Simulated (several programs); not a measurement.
SnSe2 (started from an entry of an open crystallographic database), relaxed with r2SCAN+rVV10 in Ansatz, was computed with several methods. The symmetry is P-3m1 (No. 164, trigonal); a = 3.825 Å, c = 6.227 Å in the conventional setting, 26.30 Å³ an atom. Sn is surrounded by 6 Se at 2.71 Å; Se is surrounded by 3 Sn at 2.71 Å. Calculated for a static, non-magnetic cell.

```
CELL_PARAMETERS angstrom
3.82516 0.00000 0.00000
-1.91258 3.31269 0.00000
0.00000 0.00000 6.22706
ATOMIC_POSITIONS crystal
Sn 0.00000 0.00000 0.00000
Se 0.33333 0.66667 0.25308
Se 0.66667 0.33333 0.74692
```

Gaps and times are for a single point on this cell; volume and bulk modulus come from each method's own relaxation or energy curve at fixed shape, which is too stiff where a cell has free coordinates or axes. Times are rough, from shared hosts (Arm Neoverse V1; INTEL XEON PLATINUM 8581C CPU @ 2.30GHz; Intel Xeon Platinum 8488C), and each method has its own mesh and cell size. A dagger marks a closed or tiny gap in a crystal that DFT finds insulating: a failure of the method or a wrong SCF state. A double dagger marks a value from a curve with shape and coordinates held. PM6 (MOPAC), PM7 (MOPAC), GFN1-xTB (tblite), GFN2-xTB (tblite) treat a cluster of cells at its zone centre, which samples few k points: where these miss a band edge, the gap comes out too large for that reason alone. Gaps from k meshes are read at a limited set of points (mesh, symmetry points, PBE's band edges), so each method's own least gap may be somewhat smaller. xTB and the PM methods were fitted mostly to molecules, and can miss a solid's gap by electronvolts. Minimal bases can be far off for gaps. Times of the plane-wave ladder aren't listed, since it ran on unlike processors and cards. Curves at held shape can't give the bulk modulus of a layered or molecular crystal, so none is listed. GLLB-SC's gap includes the derivative discontinuity. G0W0 is at finite bands, cutoff and mesh. d marks a direct gap, i an indirect one (no mark: not told apart), a dash a value that wasn't computed or didn't pass its checks.

```
                               method              kind  gap (eV)  own volume (Å³/atom)  bulk modulus (GPa)  atoms computed  processor time
                           PBE-D3(BJ)         semilocal         –                 25.55                   –               3               –
                         r2SCAN+rVV10         semilocal         –                 26.30                   –               3               –
                               PBE-D4         semilocal         –                 25.50                   –               3               –
                          PM7 (MOPAC)    semi-empirical      4.24                24.81‡                   –         cluster           1.8 s
                          PM6 (MOPAC)    semi-empirical      4.05                     –                   –         cluster           1.9 s
 light PBE (260 eV and a coarse mesh)  light plane-wave    0.62 i                     –                   –               3           2.3 s
                    GFN1-xTB (tblite)     tight binding      1.22                24.08‡                   –         cluster           2.3 s
                       PBE/SZV (CP2K)       small basis    0.99 i                     –                   –               3           5.8 s
                                  LDA         semilocal    0.48 i                     –                   –               3               –
                    GFN2-xTB (tblite)     tight binding     0.18†                     –                   –         cluster           9.2 s
                                  PBE         semilocal    0.63 i                     –                   –               3               –
               PBE/single zeta (GPAW)       small basis    0.72 i                     –                   –               3            13 s
                      PBE/DZVP (CP2K)       small basis    0.58 i                28.05‡                   –               3            14 s
                               r2SCAN         semilocal    0.92 i                     –                   –               3               –
                       GLLB-SC (GPAW)   model potential      1.34                     –                   –               3            48 s
G0W0@r2SCAN (180 eV screening cutoff)         many-body      1.32                     –                   –               3               –
                              PBE+SOC         semilocal    0.60 i                     –                   –               3               –
   G0W0@PBE (260 eV screening cutoff)         many-body      1.13                     –                   –               3               –
  G0W0@PBE0 (180 eV screening cutoff)         many-body      1.68                     –                   –               3               –
 G0W0@HSE06 (180 eV screening cutoff)         many-body      1.51                     –                   –               3               –
   G0W0@LDA (140 eV screening cutoff)         many-body      1.02                     –                   –               3               –
                                HSE06            hybrid    1.30 i                     –                   –               3               –
                                 PBE0            hybrid    1.95 i                     –                   –               3               –
```

Question: How far from the measured values lie the methods that can be set against them?

Answer:
- Volume, measured 25.92 Å³ an atom: PBE-D3(BJ) -1.4 %, r2SCAN+rVV10 +1.5 %, PBE-D4 -1.6 %.
The calculations are for a static lattice; samples hold vibrations, temperature and, in optical gaps, excitons. A measured value is shown where most reports agree with it, and only for the quantities listed. Sources: 25.92 Å³ an atom (from the lattice constants; a; “Temperature Dependent Excitonic Transition Energy and Enhanced Electron-Phonon Coupling in Layered Ternary SnS2-xSex Semiconductors with Fully Tunable Stoichiometry”; a from HRTEM images, limited precision; measurement temperature not stated; 2021; pmc:8069899).

Only the rows marked +SOC include spin-orbit coupling.
